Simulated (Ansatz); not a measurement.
# BiP (zincblende type): how the settings move a single-point run

Aim: see which settings change the result for BiP (zincblende type), by how much, and at what cost.

Computed with Ansatz 0.2.0 (reference: DFT, PBEsol, norm-conserving pseudopotentials, Ansatz's default files, scalar-relativistic, unless a step's input says otherwise).

**1. Starting point**

Symmetry: F-43m, No. 216, cubic system. The conventional cell has a = 5.150 Å, b = 5.150 Å, c = 5.150 Å, α = 90.00°, β = 90.00°, γ = 90.00°. Bi (site symmetry -43m) is surrounded by 4 P at 2.23 Å. P (site symmetry -43m) is surrounded by 4 Bi at 2.23 Å.

Coordinates:

```xyz
2
Lattice="0.0000 2.5750 2.5750 2.5750 0.0000 2.5750 2.5750 2.5750 0.0000" Properties=species:S:1:pos:R:3 pbc="T T T"
Bi    0.0000    0.0000    0.0000
P     1.2875    1.2875    1.2875
```

**2. Reference**

input.yaml reads:

```yaml
crystal:
  lattice:
    - [0.0, 2.5749914344, 2.5749914344]
    - [2.5749914344, 0.0, 2.5749914344]
    - [2.5749914344, 2.5749914344, 0.0]
  atoms:
    - { symbol: Bi, position: [0.0, 0.0, 0.0] }
    - { symbol: P, position: [0.25, 0.25, 0.25] }
kpoints:
  mp_grid: { grid: [11, 11, 11] }
scf:
  occupations: { method: fermi_dirac, width: 0.05 }
hamiltonian:
  xc: pbesol
  pseudopotentials: { kind: nc }
output:
  forces: true
  stress: true
  eigenvalues: true
```

Command:

```sh
$ ansatz run input.yaml --threads 1 --pin off --max-ram 2048MiB --backend cpu --events-out ev --progress --plain --runs-dir out
```

**3. Changed: chi_scale 0.3, scf.algorithm direct_min**

Edit input.yaml of step 2 so:

```diff
@@ -12,2 +12,4 @@
   occupations: { method: fermi_dirac, width: 0.05 }
+  initial_density: { chi_scale: 0.3 }
+  algorithm: direct_min
 hamiltonian:
```

**Question.** What will these runs give? Wanted: for each run, ending; energy change; pressure; gap; force.

As calculated:

```csv
run,ending,energy change,pressure (GPa),gap (eV),force (eV/Å),cycles,time
reference,converged,0,109.1,0.00,0.00,7,14 s
"1: chi_scale 0.3, scf.algorithm direct_min",converged,0.0 meV/atom,109.1,0.00,0.00,5,33 s
```

Residual by cycle in the longest SCF loop of each run; runs are numbered as in the table. The quantity is the density residual dr2, in eV.

```csv
cycle,reference,run 1
1,1.04,0.766
2,0.327,0.0806
3,0.00287,2.8e-5
4,2.4e-4,1.6e-7
5,1.2e-5,1.9e-9
6,5.6e-7,-
7,2.9e-8,-
```

**Reading.** Same state: the changed start and solver leaves the energy within 0.5 meV/atom. Cost: 5 SCF cycles against 7, 33 s against 14 s. Semilocal functionals close small gaps, and spin-orbit coupling, left out here, moves these band edges, so the missing gap need not be the real solid's. The structure is not at rest: the sound run finds 109 GPa, so these are no properties of the relaxed crystal. 
